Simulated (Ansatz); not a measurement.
# GaNH (quartet): the correlation ladder at a displaced geometry (v1), cc-pVDZ

Aim: climb from Hartree-Fock through coupled cluster and multireference methods for GaNH (quartet) at one geometry and basis, and see what each rung misses.

Program: Ansatz 0.2.0, Gaussian basis. Level of theory: cc-pVDZ, core rule «outside noble gas», up to 15 orbitals frozen. These are calculated values, not measurements.

To be run: UHF; CCSD(T) on ROHF; CCSD(T) on UHF; BCCD(T) on ROHF; CISD as a restricted active space (open shells left free, so some higher excitations enter); CCSDT(Q) on ROHF; CCSDT(Q) on UHF; CASSCF and MRCISD+Q, 9 electrons in 9 orbitals; CASSCF and NEVPT2, 9 electrons in 9 orbitals.

24 further runs of the same task are left out: 6 for a known fault of the program, 6 that didn't finish, 12 set aside as unsound or not needed. Runs told in other sessions of the task aren't counted.

**1. The system**

The geometry is a PBE0/def2-TZVP stationary point (not a proven minimum) with its atoms shifted at random (size 0.040 Å). No spin-orbit coupling is included. The filled d shell of Ga may be among the frozen orbitals whatever the setting's name suggests.

3 atoms, charge 0, spin multiplicity 4.

Atoms are counted from 1 here; the program's logs count them from 0.

Bond lengths: N1–Ga2 1.997 Å, Ga2–H3 1.688 Å. Angles: N1–Ga2–H3 112.7°.

Coordinates:

```
N     0.0001    0.1067    1.6717
Ga   -0.0007   -0.0426   -0.3201
H     0.0473    1.4615   -1.0857
```

**2. UHF**

The input, in.yaml:

```yaml
crystal:
  periodic: [false, false, false]
  atoms:
    - {symbol: N, position_ang: [0.000125, 0.106673, 1.671717]}
    - {symbol: Ga, position_ang: [-0.000708, -0.042558, -0.320137]}
    - {symbol: H, position_ang: [0.047256, 1.461540, -1.085672]}
basis:
  gaussian: {orbitals: cc-pVDZ}
magnetization: {spin_polarized: true, initial_magnetization: 3}
hamiltonian: {xc: hf}
output: {orbitals: {seedname: orbitals}}
```

Started as:

```console
ansatz run in.yaml --threads 1 --pin off --events-out ev --progress --plain --max-ram 2393MiB
```

After this run come: CCSD(T) on ROHF; CCSD(T) on UHF; BCCD(T) on ROHF; CISD as a restricted active space (open shells left free, so some higher excitations enter); CCSDT(Q) on ROHF; CCSDT(Q) on UHF; CASSCF and MRCISD+Q, 9 electrons in 9 orbitals; CASSCF and NEVPT2, 9 electrons in 9 orbitals.

Before running them: what should the planned runs give, taken together? Wanted: UCCSDT(Q) from the RHF energy; RMP2 from UCCSDT(Q); UMP2 from UCCSDT(Q); RCCSD from UCCSDT(Q); RCCSD(T) from UCCSDT(Q); UCCSD(T) from UCCSDT(Q); RCCSDT(Q) from UCCSDT(Q); NEVPT2 valence from UCCSDT(Q); MRCISD+Q valence from UCCSDT(Q).

The runs gave:

```
                         quantity                                                  value
    UCCSDT(Q) from the ROHF energy                                             -5.1213 eV
              RMP2 from UCCSDT(Q)                                           +98.9 kJ/mol
              UMP2 from UCCSDT(Q)                                           +98.4 kJ/mol
             RCCSD from UCCSDT(Q)                                           +16.3 kJ/mol
          RCCSD(T) from UCCSDT(Q)                                            +4.5 kJ/mol
          UCCSD(T) from UCCSDT(Q)                                            +3.8 kJ/mol
         RCCSDT(Q) from UCCSDT(Q)                                            +0.8 kJ/mol
    NEVPT2 valence from UCCSDT(Q)                                           +73.8 kJ/mol
  MRCISD+Q valence from UCCSDT(Q)                                            +2.3 kJ/mol
levels within 1 kcal/mol (43 meV)  UCCSD(T), RCCSDT, UCCSDT, RCCSDT(Q), MRCISD+Q valence
                    T1 diagnostic                                                  0.039
   effectively unpaired electrons                                                   3.02
```

In words: RCCSD(T) misses by +4.5 kJ/mol, 0.9 % of the correlation energy. One determinant dominates. Of the multireference levels listed MRCISD+Q valence comes nearest in total energy (+2.3 kJ/mol), which doesn't show that its space is the better one. These misses are within one basis, not against nature; the frozen cores of restricted and unrestricted runs differ, which can shift their rows.
